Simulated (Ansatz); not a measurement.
# Ga3SbAs2: the cell at several levels of theory

How does the equilibrium cell of Ga3SbAs2, ordered on the zincblende lattice (I-4m2) with 6 atoms a cell depend on the functional? It is relaxed with PBE and r2SCAN. This is a trial cell built on a prototype, not taken from a measured structure, and it needn't be the compound's ground state.

Code: Ansatz 0.2.0. PAW datasets, plane waves, zero pressure. Values at 0 K without nuclear motion; spin polarisation is off, and the phase may be a hypothetical one.

## 1. The cell

This is the cell as the run starts from it, not yet at rest; its lengths are not the crystal's.

It is tetragonal, I-4m2 (No. 119); a = 3.996 Å, c = 16.955 Å in the conventional setting, 22.57 Å³ an atom. Near As stand 4 Ga at 2.45 Å; near Ga stand 4 As at 2.45 Å; near Ga stand 2 Sb at 2.45 Å and 2 As at 2.45 Å; near Sb stand 4 Ga at 2.45 Å.

The structure in full:

Space group I-4m2 (No. 119). a = 3.996 Å, b = 3.996 Å, c = 16.955 Å, α = 90.00°, β = 90.00°, γ = 90.00°
| atom | site | symmetry | x | y | z |
| --- | --- | --- | --- | --- | --- |
| As | 4e | 2mm. | 0.0000 | 0.0000 | 0.1667 |
| Ga | 2c | -4m2 | 0.0000 | 0.5000 | 0.2500 |
| Ga | 4f | 2mm. | 0.5000 | 0.0000 | 0.4167 |
| Sb | 2b | -4m2 | 0.5000 | 0.5000 | 0.0000 |

## 2. Relaxing with PBE

input.yaml reads:

```yaml
crystal:
  lattice:
    - [-1.998184866, 1.998184866, 8.4775804127]
    - [1.998184866, -1.998184866, 8.4775804127]
    - [1.998184866, 1.998184866, -8.4775804127]
  atoms:
    - { symbol: As, position: [0.1666666667, 0.1666666667, 0.0] }
    - { symbol: Ga, position: [0.75, 0.25, 0.5] }
    - { symbol: As, position: [0.8333333333, 0.8333333333, 0.0] }
    - { symbol: Ga, position: [0.4166666667, 0.9166666667, 0.5] }
    - { symbol: Sb, position: [0.5, 0.5, 0.0] }
    - { symbol: Ga, position: [0.0833333333, 0.5833333333, 0.5] }
kpoints:
  mp_grid: { grid: [8, 8, 8] }
hamiltonian:
  xc: pbe
scf:
  occupations: { method: fermi_dirac, width: 0.02 }
relax:
  f_tol: 0.005
  cell: {}
```

Started as:

```sh
ansatz run input.yaml --threads 4 --pin off --max-ram 6451MiB --backend cpu --events-out ev --progress --plain --runs-dir out
```

After this run come: r2SCAN: cell and atoms.

Before running it: what results should come out? Wanted: for each run, a; c; volume; space group; SCF geometries.

As calculated:

```
 level  a (Å)   c (Å)  volume (Å³/atom)  space group  SCF geometries
   PBE  4.177  17.700            25.736        I-4m2               6
r2SCAN  4.121  17.455            24.706        I-4m2               5
```

From the start to the first minimum the volume moved by +14.0 %. r2SCAN gives the smallest cell and PBE the largest; they differ by 4.2 % in volume, a mean of 1.4 % in length.
